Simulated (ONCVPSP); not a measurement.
# Ni: the cost of one run

Program: ONCVPSP 4.0.1.1 (patched build). Reference atom: PBE, scalar-relativistic, spherical and spin-unpolarised. All values are calculated.

## Step 1: Settings

The settings as typed:

```
element                 : nickel (Ni, Z = 28)
type                    : optimised norm-conserving Vanderbilt (ONCV)
frozen core             : [Ne]
valence charge          : 18
reference configuration : 3s2 3p6 3d8.5 4s1.5
partial waves           : 3s+4s: rc 1.30 bohr, ncon 5, nbas 8, qcut 12.1 1/bohr, 2 projectors; 3p: rc 1.15 bohr, ncon 3, nbas 7, qcut 13.5 1/bohr, 2 projectors, debl 1.5 Ha; 3d: rc 0.80 bohr, ncon 4, nbas 9, qcut 11.3 1/bohr, 2 projectors, debl 2.7 Ha
local potential         : polynomial inside 0.80 bohr (lpopt 5, dvloc0 1 Ha)
core correction         : Teter function, fcfact 5.75, rcfact 1.4
```

An earlier all-electron run gives the scale for the radii.

All-electron outer shells of the reference configuration (PBE, scalar-relativistic, ld1.x):

```
shell  level (eV)  outermost node (bohr)  outermost maximum (bohr)
   2p     -841.69                      –                      0.16
   3s     -108.34                   0.30                      0.64
   3p      -68.74                   0.27                      0.65
   3d       -6.58                      –                      0.63
   4s       -5.04                   0.92                      2.29
   4p       -0.97                   1.01                      3.42
```

## Step 2: Generation

The input, Ni.dat:

```
# ATOM AND REFERENCE CONFIGURATION
# atsym  z   nc   nv     iexc    psfile
  Ni 28.00    3    4        4      upf
#
#   n    l    f
    1    0    2.00
    2    0    2.00
    2    1    6.00
    3    0    2.00
    3    1    6.00
    3    2    8.50
    4    0    1.50
#
# PSEUDOPOTENTIAL AND OPTIMIZATION
# lmax
    2
#
#   l,   rc,      ep,       ncon, nbas, qcut
    0    1.30    0.00    5    8   12.10
    1    1.15    0.00    3    7   13.50
    2    0.80    0.00    4    9   11.30
#
# LOCAL POTENTIAL
# lloc, lpopt,  rc(5),   dvloc0
    4    5    0.80    1.00
#
# VANDERBILT-KLEINMAN-BYLANDER PROJECTORs
# l, nproj, debl
    0    2    2.60
    1    2    1.50
    2    2    2.70
#
# MODEL CORE CHARGE
# icmod, fcfact, rcfact
    3    5.75    1.40
#
# LOG DERIVATIVE ANALYSIS
# epsh1, epsh2, depsh
   -5.00    5.00    0.04
#
# OUTPUT GRID
# rlmax, drl
    6.00    0.01
#
# TEST CONFIGURATIONS
# ncnf
    4
# nvcnf
#   n    l    f
    4
    3    0    2.00
    3    1    6.00
    3    2    8.00
    4    0    2.00
#
    4
    3    0    2.00
    3    1    6.00
    3    2    8.00
    4    0    1.00
#
    4
    3    0    2.00
    3    1    6.00
    3    2    8.00
    4    0    0.00
#
    4
    3    0    2.00
    3    1    6.00
    3    2    7.00
    4    0    2.00
#
```

Run with:

```
oncvpsp.x < Ni.dat > Ni.out
```

**Question.** How long does this run take on 1 thread of Neoverse-N1, shared host?

About 6.4 s.
